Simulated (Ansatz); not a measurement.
# SnMo: one candidate of a structure search

Where does this trial cell of SnMo go when cell and atoms are let free?

Method: DFT PBE, scalar-relativistic, plane waves, PAW, in Ansatz 0.2.0.

## (1) The structure to begin with

It takes space group F-43m (No. 216, cubic). Conventional cell: a = 5.849 Å, b = 5.849 Å, c = 5.849 Å, α = 90.00°, β = 90.00°, γ = 90.00°. Sn (site symmetry -43m) is surrounded by 4 Mo at 2.53 Å. Mo (site symmetry -43m) is surrounded by 4 Sn at 2.53 Å.

Structure file:

```cif
data_structure
_symmetry_space_group_name_H-M 'P 1'
_symmetry_Int_Tables_number 1
_cell_length_a 4.1356
_cell_length_b 4.1356
_cell_length_c 4.1356
_cell_angle_alpha 60.000
_cell_angle_beta 60.000
_cell_angle_gamma 60.000
_cell_volume 50.02
loop_
_atom_site_label
_atom_site_type_symbol
_atom_site_fract_x
_atom_site_fract_y
_atom_site_fract_z
_atom_site_occupancy
Sn1 Sn 0.75000 0.75000 0.75000 1
Mo1 Mo 0.00000 0.00000 0.00000 1
```

A structure generator made this guess: species swapped into a database cell of BeTe (F-43m, No. 216), with Mo on the Be sites and Sn on the Te sites. Its size is a rough estimate.

## (2) Probe: one point on a coarse mesh

File input.yaml:

```yaml
crystal:
  lattice:
    - [0.0, 2.92431356, 2.92431356]
    - [2.92431356, 0.0, 2.92431356]
    - [2.92431356, 2.92431356, 0.0]
  atoms:
    - { symbol: Sn, position: [0.75, 0.75, 0.75] }
    - { symbol: Mo, position: [0.0, 0.0, 0.0] }
basis:
  ecutwfc: 420
kpoints:
  mp_grid: { grid: [6, 6, 6] }
hamiltonian:
  xc: pbe
scf:
  occupations: { method: gaussian, width: 0.1 }
  lower_state_search: "off"
output:
  forces: true
  stress: true
  eigenvalues: true
```

Command:

```console
> ansatz run input.yaml --threads 1 --pin off --max-ram 2560MiB --backend cpu --events-out ev --progress --plain --runs-dir out
```

Further runs follow: coarse relaxation; spin check on a coarse mesh; full relaxation.

**Question.** What will these runs give? Wanted: conventional cell; volume; energy over the elements, grey Sn; gap on the mesh; total moment.

As calculated:

| quantity | value |
| --- | --- |
| symmetry at the end (tolerance 0.05 Å) | space group F-43m (No. 216) |
| conventional cell | a = 6.256 Å, b = 6.256 Å, c = 6.256 Å, α = 90.00°, β = 90.00°, γ = 90.00° |
| volume | 30.60 Å³/atom |
| energy over the elements, grey Sn | +1.60 eV/atom |
| gap on the mesh | none (metal) |
| total moment | 2.01 μB/cell |

The space group F-43m (No. 216) is kept, and the volume per atom grows by 22.4 % from the first guess. The formation energy is positive, so the separate elements lie lower. No finished test with a distortion of lower symmetry is shown, so the end may be a saddle point. Other magnetic orders were not searched.
